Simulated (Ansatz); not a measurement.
# BSiNH4S (SMILES S[SiH]1BN1) at B3LYP/6-31G(d) (spherical functions)

Aim: the vertical ionisation energy of BSiNH4S at B3LYP/6-31G* (spherical functions), from 2 runs. 

The calculation is run with Ansatz 0.2.0.

97 further runs of the same task are left out: 97 set aside as unsound or not needed.

## (1) The system as given

BSiNH4S: 8 atoms, total charge 0, spin state singlet. SMILES: `S[SiH]1BN1`. Geometry: relaxed at PBE0-D4/def2-TZVP. This is one conformer, not always the lowest.

Bond lengths: S1–Si2 2.130 Å, Si2–B3 1.919 Å, Si2–N4 1.750 Å, B3–N4 1.383 Å, S1–H5 1.344 Å, Si2–H6 1.482 Å, B3–H7 1.188 Å, N4–H8 1.010 Å. Some angles: S1–Si2–B3 124.2°, S1–Si2–N4 118.5°, B3–Si2–N4 44.0°, Si2–B3–N4 61.5°, Si2–N4–B3 74.5°, S1–Si2–H6 108.2°, B3–Si2–H6 127.6°, N4–Si2–H6 114.3°, Si2–S1–H5 95.1°, Si2–B3–H7 162.4°.

## (2) A single-point energy at B3LYP/6-31G(d) (spherical functions)

Contents of run.yaml:

```yaml
crystal:
  periodic: [false, false, false]
  atoms:
    - {symbol: S, position_ang: [-2.198700, -0.554700, -0.360400]}
    - {symbol: Si, position_ang: [-0.326600, -0.039100, 0.515400]}
    - {symbol: B, position_ang: [1.350500, -0.825500, 0.014200]}
    - {symbol: "N", position_ang: [0.999600, 0.392100, -0.541100]}
    - {symbol: H, position_ang: [-2.816800, 0.582000, 0.001900]}
    - {symbol: H, position_ang: [-0.578800, 0.932200, 1.605800]}
    - {symbol: H, position_ang: [2.264800, -1.577600, -0.080200]}
    - {symbol: H, position_ang: [1.398200, 1.033600, -1.211500]}
basis:
  gaussian: {orbitals: 6-31G_st_-spherical.json}
hamiltonian: {xc: {name: B3LYP}}
accuracy: high
output: {orbitals: {seedname: orbitals}}
```

The basis set 6-31G* is read from a file made from the Basis Set Exchange's data (not shown).

Launch:

```sh
$ ansatz run run.yaml --threads 1 --pin off --max-ram 2610MiB --events-out events.jsonl --progress --plain --runs-dir runs
```

Output:

```text
Warning: RAYON_NUM_THREADS=1 ignored (pool sized by the plan → 1); use --threads N
Functional definition: B3LYP
  name "B3LYP"
  parameter a0 = 0.2
  parameter ax = 0.72
  parameter ac = 0.81
  exchange = (1 - a0 - ax)*slater_x + ax*b88_x + a0*exact_x
  correlation = (1 - ac)*vwn_rpa_c + ac*lyp_c
1632 factors; integrals over basis functions are off by at most 3.4e-9 eV
mean field evaluation 1: about -20938.5595 eV, gradient 5.4e1 eV
mean field evaluation 2: about -20924.0822 eV, gradient 9.1e1 eV
mean field evaluation 4: about -20944.7087 eV, gradient 4.3e0 eV
mean field evaluation 8: about -20944.9390 eV, gradient 2.9e-1 eV
mean field evaluation 16: about -20944.9393 eV, gradient 5.6e-5 eV
mean field -20944.93928780 eV, -769.7123218369 hartree, gradient 2.3e-8 eV, S^2 0.000000; 0 other end points of the search recorded, 0 dependent functions left out
reference -20944.93932692 eV, -769.7123232747 hartree; 23, 23 occupied and 49, 49 virtual orbitals, 1632 factors
Total energy: -20944.93932692 eV, -769.7123232747 hartree
```

Run time: 7.8 s. Hardware: 1 thread of Arm Neoverse V1, shared host; peak memory 0.23 GiB.

## (3) The doublet cation

Contents of run.yaml:

```yaml
crystal:
  periodic: [false, false, false]
  atoms:
    - symbol: S
      position_ang: [-2.198700, -0.554700, -0.360400]
    - symbol: Si
      position_ang: [-0.326600, -0.039100, 0.515400]
    - symbol: B
      position_ang: [1.350500, -0.825500, 0.014200]
    - symbol: "N"
      position_ang: [0.999600, 0.392100, -0.541100]
    - symbol: H
      position_ang: [-2.816800, 0.582000, 0.001900]
    - symbol: H
      position_ang: [-0.578800, 0.932200, 1.605800]
    - symbol: H
      position_ang: [2.264800, -1.577600, -0.080200]
    - symbol: H
      position_ang: [1.398200, 1.033600, -1.211500]
basis:
  gaussian:
    orbitals: 6-31G_st_-spherical.json
total_charge: 1
magnetization:
  spin_polarized: true
  initial_magnetization: 1
hamiltonian:
  xc: {name: B3LYP}
accuracy: high
output: {orbitals: {seedname: orbitals}}
```

The basis set 6-31G* is read from a file made from the Basis Set Exchange's data (not shown).

Launch:

```sh
$ ansatz run run.yaml --threads 1 --pin off --max-ram 2610MiB --events-out events.jsonl --progress --plain --runs-dir runs
```

Output, shortened:

```text
Warning: RAYON_NUM_THREADS=1 ignored (pool sized by the plan → 1); use --threads N
[... 7 set-up lines as earlier in the session ...]
1631 factors; integrals over basis functions are off by at most 3.5e-9 eV
mean field evaluation 1: about -20921.5295 eV, gradient 5.5e1 eV
mean field evaluation 2: about -20790.4149 eV, gradient 1.2e2 eV
mean field evaluation 4: about -20931.8031 eV, gradient 2.3e1 eV
mean field evaluation 8: about -20935.7486 eV, gradient 8.0e-1 eV
mean field evaluation 16: about -20935.9369 eV, gradient 3.2e-3 eV
mean field evaluation 32: about -20935.9369 eV, gradient 1.5e-7 eV
mean field -20935.93691989 eV, -769.3814909181 hartree, gradient 3.1e-8 eV, S^2 0.756956; 2 other end points of the search recorded, 0 dependent functions left out
reference -20935.93695836 eV, -769.3814923319 hartree; 23, 22 occupied and 49, 50 virtual orbitals, 1631 factors
Total energy: -20935.93695836 eV, -769.3814923319 hartree
```

It took 16 s on 1 thread of Arm Neoverse V1, shared host; peak memory 0.33 GiB.

## (4) Results

Level: B3LYP/6-31G* (spherical functions).

```
                                          quantity          value
                     singlet BSiNH4S: total energy  -769.71232 Eh
                      singlet BSiNH4S: HOMO energy       -6.72 eV
                      singlet BSiNH4S: LUMO energy       -0.34 eV
                    singlet BSiNH4S: HOMO–LUMO gap        6.37 eV
                      doublet cation: total energy  -769.38149 Eh
doublet cation: HOMO energy (highest over α and β)      -13.14 eV
 doublet cation: LUMO energy (lowest over α and β)      -11.28 eV
                              doublet cation: ⟨S²⟩          0.757
vertical ionisation energy (to the doublet cation)       9.002 eV
```

What this shows: The vertical ionisation energy comes to 9.00 eV (869 kJ/mol). The negative HOMO energy of the first species, 6.72 eV, lies 2.29 eV below that difference.
